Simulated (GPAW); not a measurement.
NaY:

```
Na Y
1.0
     4.01188    0.00000    0.00000
     0.00000    4.01188    0.00000
     0.00000    0.00000    4.01188
Na Y
1 1
Cartesian
  0.0000 0.0000 0.0000
  2.0059 2.0059 2.0059
```

The cell was built by a generator and needn't be a form met in nature.

Base run:

| Item | Value |
| --- | --- |
| Program | GPAW 26.7.0 |
| Functional | LDA |
| Potentials or basis | the program's PAW data sets (release 1.2.1) made for this functional |
| Cutoff | 800 eV |
| Basis | pw |
| k mesh | 7 × 7 × 7 |
| Occupations | fermi-dirac, width 0.05 eV |
| Spin | no spin polarisation |

Its results: pressure -2.2 GPa.

Question: The run is repeated on the same cell with these changes: functional from LDA to RPBE. What comes out?

Answer: Pressure 1.1 GPa.

RPBE binds less tightly than LDA, so the same cell stands under more pressure.
